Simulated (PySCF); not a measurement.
**GeCl+: bond curves at several levels of theory**

One job finds the state of GeCl+, follows it along the bond with each method and fits the curves.

Method: Ge cc-pVDZ-PP with ECP10, Cl cc-pV(D+d)Z, scalar-relativistic core potentials; program: PySCF 2.14.0.

**1. Input**

Settings of the job:

* atoms: Ge, Cl
* charge: 1
* basis: Ge cc-pVDZ-PP with ECP10, Cl cc-pV(D+d)Z
* Hamiltonian: scalar-relativistic core potentials
* basis functions: 46
* electrons treated: 38
* masses in u: 73.9212, 34.9689
* levels: PBE0, PBE, r²SCAN, BP86, M06-L, revPBE, HF, MP2, SCS-MP2, CCSD, CCSD(T)
* grid: 80 radial by 434 angular points
* occupations: held fixed by the projection of orbital angular momentum
* dissociation limit: Ge+ + Cl, each in its ground configuration
* starting distance in angstrom: 2.230
* values of 2S to try: 0, 2

After the search, every level is run at each distance in turn; below they are sorted by level.

**2. Search for the lowest state**

At the starting distance of 2.230 Å the search finds these solutions (others can lie among them):

```csv
2Ms+1,unpaired,term,E (eV),⟨S²⟩,⟨Lz²⟩,μ (D)
1,none,¹Σ⁺,0.00,0.00,0.00,-3.28
3,"σ ↑, π ↑",³Π,3.89,2.01,1.00,-1.70
3,π ↑↑,not assigned,4.03,2.01,2.01,1.11
3,π ↑↑,not assigned,4.21,2.01,2.01,1.07
1,π ↑↓,not assigned,4.23,1.01,2.01,1.05
3,σ ↑↑,³Σ⁺,6.47,2.00,0.00,-1.33
```

A term symbol stands only where ⟨S²⟩ and ⟨Lz²⟩ are near those of a pure state. A positive dipole points from Ge to Cl; in an ion it is taken about the centre of mass and does not tell which atom is negative.

The most promising solutions are followed along the bond (rough minima from three points):

```csv
2Ms+1,unpaired,R at minimum (Å),energy at minimum (eV)
1,none,2.08,0.00
3,"σ ↑, π ↑",2.20,4.09
```

The search made 7 SCF attempts at the starting distance; with the short scans it took 6 s of wall time (1 thread, shared host).

**3. PBE0 along the bond**

State followed: ¹Σ⁺ (singlet), closed shell. The scan is laid around 2.084 Å.

The SCF at the reference distance, 2.084 Å, printed:

```text
******** <class 'pyscf.dft.uks_symm.SymAdaptedUKS'> ********
method = SymAdaptedUKS
initial guess = minao
damping factor = 0
level_shift factor = 0
DIIS = <class 'pyscf.scf.diis.CDIIS'>
diis_start_cycle = 1
diis_space = 10
diis_damp = 0
SCF conv_tol = 1e-09
SCF conv_tol_grad = None
SCF max_cycles = 60
direct_scf = False
max_memory 909 MB (current use 279 MB)
number electrons alpha = 19  beta = 19
XC library pyscf.dft.libxc version 7.0.0
    S. Lehtola, C. Steigemann, M. J.T. Oliveira, and M. A.L. Marques.,  SoftwareX 7, 1–5 (2018)
XC functionals = PBE0
    C. Adamo and V. Barone.,  J. Chem. Phys. 110, 6158 (1999)
    M. Ernzerhof and G. E. Scuseria.,  J. Chem. Phys. 110, 5029 (1999)
small_rho_cutoff = 0
Overwritten attributes  get_hcore get_occ get_jk get_j get_k  of <class 'pyscf.dft.uks_symm.SymAdaptedUKS'>
Set gradient conv threshold to 3.16228e-05
init E= -754.334869989811
cycle= 1 E= -754.346085429431  delta_E= -0.0112  |g|= 0.00986  |ddm|= 0.0428
cycle= 2 E= -754.345978436654  delta_E= 0.000107  |g|= 0.0161  |ddm|= 0.0601
cycle= 3 E= -754.346159485257  delta_E= -0.000181  |g|= 0.00173  |ddm|= 0.0387
cycle= 4 E= -754.346160896268  delta_E= -1.41e-06  |g|= 0.000225  |ddm|= 0.00285
cycle= 5 E= -754.346160936086  delta_E= -3.98e-08  |g|= 1.11e-05  |ddm|= 0.000637
cycle= 6 E= -754.346160936152  delta_E= -6.57e-11  |g|= 1.6e-06  |ddm|= 3.01e-05
Extra cycle  E= -754.346160936152  delta_E= 5.68e-13  |g|= 2.24e-06  |ddm|= 9.19e-06
converged SCF energy = -754.346160936152  <S^2> = -2.1316282e-14  2S+1 = 1
```

Points of the scan, energies from the lowest:

```csv
R (Å),E (eV),μ (D),Mulliken charge of Ge (e),Mayer bond order,⟨S²⟩,HOMO (eV),LUMO (eV)
1.7922,1.3818,-0.43,0.76,1.81,0.00,-15.94,-8.95
1.8756,0.6049,-0.99,0.82,1.75,0.00,-16.09,-9.14
1.9590,0.1834,-1.55,0.87,1.69,0.00,-16.19,-9.32
2.0215,0.0374,-1.96,0.91,1.65,0.00,-16.22,-9.45
2.0840,0.0000,-2.37,0.95,1.61,0.00,-16.22,-9.57
2.1465,0.0458,-2.77,0.98,1.57,0.00,-16.02,-9.70
2.2299,0.2024,-3.28,1.02,1.53,0.00,-15.64,-9.85
2.3341,0.5023,-3.88,1.06,1.48,0.00,-15.22,-10.03
2.4591,0.9515,-4.54,1.09,1.44,0.00,-14.77,-10.23
2.6258,1.6143,-5.33,1.12,1.40,0.00,-14.26,-10.46
```

Fit: Re = 2.078 Å, ωe = 499 cm⁻¹, ωexe = 1.30 cm⁻¹, αe = 0.000650 cm⁻¹, Be = 0.1644 cm⁻¹, De = 4.52 eV, μ = -2.33 D.

Orbitals nearest the gap at 2.084 Å:

```csv
spin,orbital,ε (eV),filled,made of
both,σ,-42.28,yes,Ge d 100 %
both,π,-42.25,yes,Ge d 100 %
both,π,-42.25,yes,Ge d 100 %
both,σ,-30.05,yes,Cl s 87 %
both,σ,-21.37,yes,"Ge s 65 %, Cl p 24 %, Cl s 10 %"
both,π,-16.32,yes,"Cl p 88 %, Ge p 10 %"
both,π,-16.32,yes,"Cl p 88 %, Ge p 10 %"
both,σ,-16.22,yes,"Cl p 47 %, Ge p 26 %, Ge s 25 %"
both,π,-9.57,no,"Ge p 90 %, Cl p 9 %"
both,π,-9.57,no,"Ge p 90 %, Cl p 9 %"
both,σ,-6.00,no,"Ge p 77 %, Cl p 16 %"
```

Polarisability there: 44.7 bohr³ along the bond, 20.5 across it. Without diffuse functions these come out too small, above all across the bond.

**4. Higher solutions at PBE0**

State 2: ³Π (triplet), unpaired electrons σ ↑, π ↑, an excited solution.

Output of the SCF at 2.084 Å:

```text
[... 13 set-up lines left out, the same as in an earlier log ...]
max_memory 909 MB (current use 295 MB)
number electrons alpha = 20  beta = 18
[... 7 set-up lines left out, the same as in an earlier log ...]
init E= -754.183794719628
cycle= 1 E= -754.194512303308  delta_E= -0.0107  |g|= 0.00567  |ddm|= 0.0363
cycle= 2 E= -754.194512504144  delta_E= -2.01e-07  |g|= 0.00661  |ddm|= 0.0288
cycle= 3 E= -754.194540801757  delta_E= -2.83e-05  |g|= 0.0013  |ddm|= 0.0175
cycle= 4 E= -754.194542090872  delta_E= -1.29e-06  |g|= 0.000585  |ddm|= 0.00347
cycle= 5 E= -754.19454261504  delta_E= -5.24e-07  |g|= 9.28e-05  |ddm|= 0.00338
cycle= 6 E= -754.194542638895  delta_E= -2.39e-08  |g|= 1.7e-05  |ddm|= 0.000803
cycle= 7 E= -754.194542639401  delta_E= -5.06e-10  |g|= 4.12e-06  |ddm|= 9.11e-05
Extra cycle  E= -754.194542639432  delta_E= -3.07e-11  |g|= 1.97e-06  |ddm|= 1.56e-05
converged SCF energy = -754.194542639432  <S^2> = 2.006257  2S+1 = 3.0041684
```

Re = 2.178 Å, ωe = 296.7 cm⁻¹, ωexe = 5.94 cm⁻¹, αe = 0.00220 cm⁻¹, Be = 0.1497 cm⁻¹, μ = -1.64 D. Its minimum lies 4.08 eV above that of the lowest state.

Energy (eV) from the lowest point of the lowest state:

```csv
R (Å),lowest,state 2
1.792,1.382,5.623
1.876,0.605,4.853
1.959,0.183,4.410
2.022,0.037,4.225
2.084,0.000,4.126
2.147,0.046,4.086
2.230,0.202,4.091
2.334,0.502,4.144
2.459,0.952,4.225
2.626,1.614,4.322
```

**5. PBE (GGA)**

The SCF at the reference distance, 2.084 Å, printed:

```text
[... 17 set-up lines left out, the same as in an earlier log ...]
XC functionals = PBE
    J. P. Perdew, K. Burke, and M. Ernzerhof.,  Phys. Rev. Lett. 77, 3865 (1996)
    J. P. Perdew, K. Burke, and M. Ernzerhof.,  Phys. Rev. Lett. 78, 1396 (1997)
    J. P. Perdew, K. Burke, and M. Ernzerhof.,  Phys. Rev. Lett. 77, 3865 (1996)
    J. P. Perdew, K. Burke, and M. Ernzerhof.,  Phys. Rev. Lett. 78, 1396 (1997)
[... 2 set-up lines left out, the same as in an earlier log ...]
init E= -754.351283773994
cycle= 1 E= -754.351727096027  delta_E= -0.000443  |g|= 0.0416  |ddm|= 0.213
cycle= 2 E= -754.344561414463  delta_E= 0.00717  |g|= 0.105  |ddm|= 0.339
cycle= 3 E= -754.353054687844  delta_E= -0.00849  |g|= 0.00518  |ddm|= 0.248
cycle= 4 E= -754.353064317914  delta_E= -9.63e-06  |g|= 0.000452  |ddm|= 0.00758
cycle= 5 E= -754.353064404199  delta_E= -8.63e-08  |g|= 0.00024  |ddm|= 0.0021
cycle= 6 E= -754.353064449472  delta_E= -4.53e-08  |g|= 2.65e-05  |ddm|= 0.000556
cycle= 7 E= -754.353064449894  delta_E= -4.22e-10  |g|= 7.76e-06  |ddm|= 4.6e-05
Extra cycle  E= -754.353064449583  delta_E= 3.11e-10  |g|= 2.2e-05  |ddm|= 6.93e-05
converged SCF energy = -754.353064449583  <S^2> = -1.0658141e-14  2S+1 = 1
```

Re = 2.102 Å, ωe = 475 cm⁻¹, ωexe = 1.33 cm⁻¹, αe = 0.000667 cm⁻¹, Be = 0.1607 cm⁻¹, De = 4.82 eV, μ = -2.17 D.

**6. r²SCAN (meta-GGA)**

Log of the SCF at 2.084 Å:

```text
[... 17 set-up lines left out, the same as in an earlier log ...]
XC functionals = R2SCAN
    J. W. Furness, A. D. Kaplan, J. Ning, J. P. Perdew, and J. Sun.,  J. Phys. Chem. Lett. 11, 8208-8215 (2020)
    J. W. Furness, A. D. Kaplan, J. Ning, J. P. Perdew, and J. Sun.,  J. Phys. Chem. Lett. 11, 9248-9248 (2020)
    J. W. Furness, A. D. Kaplan, J. Ning, J. P. Perdew, and J. Sun.,  J. Phys. Chem. Lett. 11, 8208-8215 (2020)
    J. W. Furness, A. D. Kaplan, J. Ning, J. P. Perdew, and J. Sun.,  J. Phys. Chem. Lett. 11, 9248-9248 (2020)
[... 2 set-up lines left out, the same as in an earlier log ...]
init E= -754.388351060726
cycle= 1 E= -754.388799330585  delta_E= -0.000448  |g|= 0.0316  |ddm|=  0.2
cycle= 2 E= -754.385513072412  delta_E= 0.00329  |g|= 0.0729  |ddm|= 0.25
cycle= 3 E= -754.389578047216  delta_E= -0.00406  |g|= 0.00409  |ddm|= 0.177
cycle= 4 E= -754.389584585014  delta_E= -6.54e-06  |g|= 0.00072  |ddm|= 0.00697
cycle= 5 E= -754.389584876543  delta_E= -2.92e-07  |g|= 0.000126  |ddm|= 0.00154
cycle= 6 E= -754.389584882215  delta_E= -5.67e-09  |g|= 3.38e-05  |ddm|= 0.000238
cycle= 7 E= -754.389584883148  delta_E= -9.33e-10  |g|= 1.28e-06  |ddm|= 9.13e-05
Extra cycle  E= -754.389584883147  delta_E= 6.82e-13  |g|= 2.35e-06  |ddm|= 7.9e-06
converged SCF energy = -754.389584883147  <S^2> = -1.7763568e-14  2S+1 = 1
```

Re = 2.080 Å, ωe = 494 cm⁻¹, ωexe = 1.35 cm⁻¹, αe = 0.000667 cm⁻¹, Be = 0.1642 cm⁻¹, De = 4.68 eV, μ = -2.14 D.

**7. BP86**

Output of the SCF at 2.084 Å:

```text
[... 13 set-up lines left out, the same as in an earlier log ...]
max_memory 909 MB (current use 296 MB)
[... 3 set-up lines left out, the same as in an earlier log ...]
XC functionals = B88,P86
    A. D. Becke.,  Phys. Rev. A 38, 3098 (1988)
    J. P. Perdew.,  Phys. Rev. B 33, 8822 (1986)
[... 2 set-up lines left out, the same as in an earlier log ...]
init E= -754.717726530763
cycle= 1 E= -754.718060733647  delta_E= -0.000334  |g|= 0.0463  |ddm|= 0.256
cycle= 2 E= -754.708741908748  delta_E= 0.00932  |g|= 0.12  |ddm|= 0.391
cycle= 3 E= -754.71974396102  delta_E= -0.011  |g|= 0.005  |ddm|= 0.282
cycle= 4 E= -754.719755833709  delta_E= -1.19e-05  |g|= 0.000443  |ddm|= 0.008
cycle= 5 E= -754.71975587096  delta_E= -3.73e-08  |g|= 0.000279  |ddm|= 0.00189
cycle= 6 E= -754.719755932772  delta_E= -6.18e-08  |g|= 2.62e-05  |ddm|= 0.00066
cycle= 7 E= -754.719755933224  delta_E= -4.52e-10  |g|= 8.84e-06  |ddm|= 5.17e-05
Extra cycle  E= -754.71975593294  delta_E= 2.83e-10  |g|= 2.17e-05  |ddm|= 6.71e-05
converged SCF energy = -754.71975593294  <S^2> = -1.0658141e-14  2S+1 = 1
```

Re = 2.104 Å, ωe = 473 cm⁻¹, ωexe = 1.33 cm⁻¹, αe = 0.000667 cm⁻¹, Be = 0.1605 cm⁻¹, De = 4.78 eV, μ = -2.19 D.

**8. M06-L**

The SCF at the reference distance, 2.084 Å, printed:

```text
[... 17 set-up lines left out, the same as in an earlier log ...]
XC functionals = M06L
    Y. Zhao and D. G. Truhlar.,  J. Chem. Phys. 125, 194101 (2006)
    Y. Zhao and D. G. Truhlar.,  J. Chem. Phys. 125, 194101 (2006)
    Y. Zhao and D. G. Truhlar.,  Theor. Chem. Acc. 120, 215 (2008)
[... 2 set-up lines left out, the same as in an earlier log ...]
init E= -754.582789997079
cycle= 1 E= -754.584261253783  delta_E= -0.00147  |g|= 0.00546  |ddm|= 0.161
cycle= 2 E= -754.584211373005  delta_E= 4.99e-05  |g|= 0.00959  |ddm|= 0.0413
cycle= 3 E= -754.584277375933  delta_E= -6.6e-05  |g|= 0.00194  |ddm|= 0.0271
cycle= 4 E= -754.584280150593  delta_E= -2.77e-06  |g|= 0.000259  |ddm|= 0.00509
cycle= 5 E= -754.584280178865  delta_E= -2.83e-08  |g|= 6.25e-05  |ddm|= 0.000588
cycle= 6 E= -754.584280180947  delta_E= -2.08e-09  |g|= 1.52e-05  |ddm|= 0.000226
cycle= 7 E= -754.584280181094  delta_E= -1.47e-10  |g|= 6.39e-07  |ddm|= 2.88e-05
Extra cycle  E= -754.584280181093  delta_E= 2.27e-13  |g|= 7.31e-07  |ddm|= 2.93e-06
converged SCF energy = -754.584280181093  <S^2> = -3.5527137e-15  2S+1 = 1
```

Re = 2.087 Å, ωe = 490 cm⁻¹, ωexe = 1.39 cm⁻¹, αe = 0.000672 cm⁻¹, Be = 0.1630 cm⁻¹, De = 4.85 eV, μ = -2.57 D. 13 s of CPU time for 12 points, integrals apart.

**9. revPBE (GGA)**

Output of the SCF at 2.084 Å:

```text
[... 17 set-up lines left out, the same as in an earlier log ...]
XC functionals = PBE_R,PBE
    Y. Zhang and W. Yang.,  Phys. Rev. Lett. 80, 890 (1998)
[... 4 set-up lines left out, the same as in an earlier log ...]
init E= -754.511562926823
cycle= 1 E= -754.51204872251  delta_E= -0.000486  |g|= 0.0333  |ddm|= 0.184
cycle= 2 E= -754.507418868207  delta_E= 0.00463  |g|= 0.0846  |ddm|= 0.273
cycle= 3 E= -754.512912183123  delta_E= -0.00549  |g|= 0.00434  |ddm|= 0.199
cycle= 4 E= -754.512918855466  delta_E= -6.67e-06  |g|= 0.000429  |ddm|= 0.00608
cycle= 5 E= -754.512918967698  delta_E= -1.12e-07  |g|= 0.000174  |ddm|= 0.00188
cycle= 6 E= -754.512918986587  delta_E= -1.89e-08  |g|= 5.95e-05  |ddm|= 0.0003
cycle= 7 E= -754.512918988937  delta_E= -2.35e-09  |g|= 5.09e-06  |ddm|= 0.00012
cycle= 8 E= -754.512918988957  delta_E= -1.97e-11  |g|= 1.52e-07  |ddm|= 1.35e-05
Extra cycle  E= -754.512918988958  delta_E= -1.36e-12  |g|= 2.56e-07  |ddm|= 1.23e-06
converged SCF energy = -754.512918988958  <S^2> = -1.0658141e-14  2S+1 = 1
```

Re = 2.110 Å, ωe = 469 cm⁻¹, ωexe = 1.34 cm⁻¹, αe = 0.000668 cm⁻¹, Be = 0.1596 cm⁻¹, De = 4.58 eV, μ = -2.24 D.

**10. RHF**

Output of the SCF at 2.084 Å:

```text
******** <class 'pyscf.scf.hf_symm.SymAdaptedRHF'> ********
method = SymAdaptedRHF
[... 12 set-up lines left out, the same as in an earlier log ...]
Overwritten attributes  get_hcore get_occ get_jk get_j get_k  of <class 'pyscf.scf.hf_symm.SymAdaptedRHF'>
[... 1 set-up line left out, the same as in an earlier log ...]
init E= -752.633353820761
cycle= 1 E= -752.645947445421  delta_E= -0.0126  |g|= 0.0357  |ddm|= 0.517
cycle= 2 E= -752.646612653309  delta_E= -0.000665  |g|= 0.0114  |ddm|= 0.118
cycle= 3 E= -752.646711225086  delta_E= -9.86e-05  |g|= 0.00594  |ddm|= 0.0396
cycle= 4 E= -752.646735789591  delta_E= -2.46e-05  |g|= 0.00178  |ddm|= 0.0243
cycle= 5 E= -752.646739542032  delta_E= -3.75e-06  |g|= 0.000677  |ddm|= 0.00909
cycle= 6 E= -752.646740035408  delta_E= -4.93e-07  |g|= 0.000107  |ddm|= 0.00422
cycle= 7 E= -752.646740045364  delta_E= -9.96e-09  |g|= 2.12e-05  |ddm|= 0.00056
cycle= 8 E= -752.646740045462  delta_E= -9.87e-11  |g|= 2.65e-06  |ddm|= 4.67e-05
Extra cycle  E= -752.646740045466  delta_E= -3.75e-12  |g|= 8.41e-07  |ddm|= 7.58e-06
converged SCF energy = -752.646740045466
```

Re = 2.068 Å, ωe = 514 cm⁻¹, ωexe = 1.30 cm⁻¹, αe = 0.000646 cm⁻¹, Be = 0.1661 cm⁻¹, De = 2.90 eV, μ = -2.77 D.

**11. MP2 and coupled cluster**

Reference: RHF; core orbitals frozen: 9; virtual orbitals above 20 hartree dropped in coupled cluster: 1. MP2 keeps all virtuals, so it differs from the MP2 energy in the coupled-cluster log.

The coupled-cluster run at the reference distance, 2.084 Å, printed:

```text
******** <class 'pyscf.cc.ccsd.CCSD'> ********
CC2 = 0
CCSD nocc = 10, nmo = 36
frozen orbitals [0, 1, 2, 3, 4, 5, 6, 7, 8, 45]
max_cycle = 80
direct = 0
conv_tol = 1e-07
conv_tol_normt = 1e-05
diis_space = 8
diis_start_cycle = 0
diis_start_energy_diff = 1e+09
max_memory 909 MB (current use 296 MB)
Init t2, MP2 energy = -752.855891850301  E_corr(MP2) -0.209151804835082
Init E_corr(CCSD) = -0.209151804835364
cycle = 1  E_corr(CCSD) = -0.222972563051969  dE = -0.0138207582  norm(t1,t2) = 0.0623618
cycle = 2  E_corr(CCSD) = -0.230222949430379  dE = -0.00725038638  norm(t1,t2) = 0.0218169
cycle = 3  E_corr(CCSD) = -0.231069662323359  dE = -0.000846712893  norm(t1,t2) = 0.013439
cycle = 4  E_corr(CCSD) = -0.232892289235675  dE = -0.00182262691  norm(t1,t2) = 0.00600162
cycle = 5  E_corr(CCSD) = -0.232742680354631  dE = 0.000149608881  norm(t1,t2) = 0.00172759
cycle = 6  E_corr(CCSD) = -0.23272125437892  dE = 2.14259757e-05  norm(t1,t2) = 0.000442832
cycle = 7  E_corr(CCSD) = -0.232741011672663  dE = -1.97572937e-05  norm(t1,t2) = 0.000122982
cycle = 8  E_corr(CCSD) = -0.232741147572842  dE = -1.35900179e-07  norm(t1,t2) = 2.19836e-05
cycle = 9  E_corr(CCSD) = -0.232740748771771  dE = 3.98801071e-07  norm(t1,t2) = 7.02652e-06
cycle = 10  E_corr(CCSD) = -0.232740899637966  dE = -1.50866195e-07  norm(t1,t2) = 1.87868e-06
cycle = 11  E_corr(CCSD) = -0.232740884347383  dE = 1.52905823e-08  norm(t1,t2) = 5.77449e-07
CCSD converged
E(CCSD) = -752.8794809298134  E_corr = -0.2327408843473833
CCSD(T) correction = -0.00874327031811081
```

Correlation energy (eV) along the bond:

```csv
R (Å),MP2,SCS-MP2,CCSD,CCSD(T),T1
1.792,-5.650,-5.488,n/a,n/a,n/a
1.876,-5.665,-5.509,-6.291,-6.502,0.012
1.959,-5.678,-5.527,-6.310,-6.530,0.013
2.022,-5.686,-5.539,-6.322,-6.551,0.015
2.084,-5.692,-5.550,-6.333,-6.571,0.016
2.147,-5.697,-5.559,-6.343,-6.591,0.018
2.230,-5.701,-5.570,-6.356,-6.617,0.020
2.334,-5.703,-5.581,-6.371,-6.649,0.023
2.459,-5.704,-5.594,-6.391,-6.692,0.026
2.626,-5.704,-5.615,n/a,n/a,n/a
```

RHF-MP2: Re = 2.072 Å, ωe = 514 cm⁻¹, ωexe = 1.28 cm⁻¹, αe = 0.000629 cm⁻¹, Be = 0.1654 cm⁻¹, De = 4.29 eV.

RHF-SCS-MP2: Re = 2.075 Å, ωe = 510 cm⁻¹, ωexe = 1.31 cm⁻¹, αe = 0.000638 cm⁻¹, Be = 0.1649 cm⁻¹, De = 4.13 eV.

RHF-CCSD: Re = 2.075 Å, ωe = 508 cm⁻¹, ωexe = 1.34 cm⁻¹, αe = 0.000646 cm⁻¹, Be = 0.1649 cm⁻¹, De = 4.01 eV.

RHF-CCSD(T): Re = 2.082 Å, ωe = 499 cm⁻¹, ωexe = 1.38 cm⁻¹, αe = 0.000661 cm⁻¹, Be = 0.1638 cm⁻¹, De = 4.17 eV.

**12. The curves together**

Energy (eV) from each level's lowest point:

```csv
R (Å),RHF,RHF-MP2,RHF-SCS-MP2,RHF-CCSD,RHF-CCSD(T),PBE,revPBE,BP86,r²SCAN,M06-L,PBE0
1.792,1.340,1.382,1.401,n/a,n/a,1.530,1.585,1.538,1.381,1.450,1.382
1.876,0.567,0.594,0.608,0.609,0.636,0.711,0.747,0.717,0.606,0.650,0.605
1.959,0.157,0.172,0.180,0.181,0.198,0.247,0.267,0.250,0.185,0.209,0.183
2.022,0.023,0.030,0.034,0.035,0.043,0.069,0.079,0.071,0.039,0.050,0.037
2.084,0.000,0.000,0.000,0.000,0.000,0.000,0.000,0.000,0.000,0.000,0.000
2.147,0.061,0.056,0.052,0.051,0.041,0.015,0.006,0.013,0.043,0.033,0.046
2.230,0.238,0.230,0.218,0.216,0.193,0.131,0.111,0.126,0.195,0.173,0.202
2.334,0.565,0.554,0.534,0.527,0.487,0.382,0.349,0.374,0.486,0.451,0.502
2.459,1.048,1.036,1.004,0.990,0.927,0.774,0.727,0.762,0.922,0.871,0.952
2.626,1.756,1.744,1.691,n/a,n/a,1.362,1.299,1.345,1.563,1.485,1.614
```

**13. Constants by level of theory**

Lowest PBE0 solution found, without spin–orbit coupling: ¹Σ⁺ (singlet), closed shell. State 2 has its PBE0 minimum 4.08 eV higher. The other levels ran on the lowest alone.

```csv
level,Re (Å),ωe (cm⁻¹),De (eV),μ (D)
RHF,2.068,514,2.90,-2.77
RHF-MP2,2.072,514,4.29,n/a
RHF-SCS-MP2,2.075,510,4.13,n/a
RHF-CCSD,2.075,508,4.01,n/a
RHF-CCSD(T),2.082,499,4.17,n/a
PBE,2.102,475,4.82,-2.17
revPBE,2.110,469,4.58,-2.24
BP86,2.104,473,4.78,-2.19
r²SCAN,2.080,494,4.68,-2.14
M06-L,2.087,490,4.85,-2.57
PBE0,2.078,499,4.52,-2.33
```

De is counted to Ge+ + Cl in their ground configurations. A positive dipole points from Ge to Cl; in an ion it is taken about the centre of mass and does not tell which atom is negative.

Differences from CCSD(T) in the same basis:

```csv
level,Re (mÅ),ωe (%)
RHF,-14,+2.9
RHF-MP2,-10,+2.9
RHF-SCS-MP2,-7,+2.1
RHF-CCSD,-7,+1.7
PBE,+20,-4.8
revPBE,+28,-6.0
BP86,+22,-5.2
r²SCAN,-2,-1.0
M06-L,+5,-1.9
PBE0,-4,-0.1
```

Time per point (s) on 1 thread, shared host (CPU time, shared integrals of 0.2 s apart; correlated levels include their reference; CCSD comes with the CCSD(T) run); the times are rough: RHF 0.039, RHF-MP2 0.063, RHF-SCS-MP2 0.063, PBE 0.61, revPBE 0.5, BP86 0.5, r²SCAN 0.75, M06-L 1.1, PBE0 0.66; the reference 0.81.

The cheapest levels within 10 mÅ and 2.5 % of CCSD(T): RHF-SCS-MP2 (0.063 s). The dearest run takes 1.1 s.

In words: Against CCSD(T) in the same basis, the bond length is nearest at r²SCAN (-2 mÅ) and farthest at revPBE (+28 mÅ); the wavenumber is nearest at PBE0 (-0.1 %) and farthest at revPBE (-6.0 %). Hartree–Fock makes the bond too short and too stiff against this reference, as it mostly does. PBE gives a bond that is too long and too soft, as GGAs tend to. CCSD(T) in a basis this small is itself some way from its limit, more so than the functionals. Among the levels with a De in the table, it runs from 2.90 eV (RHF) to 4.85 eV (M06-L).

Correlated steps freeze 9 core orbitals.
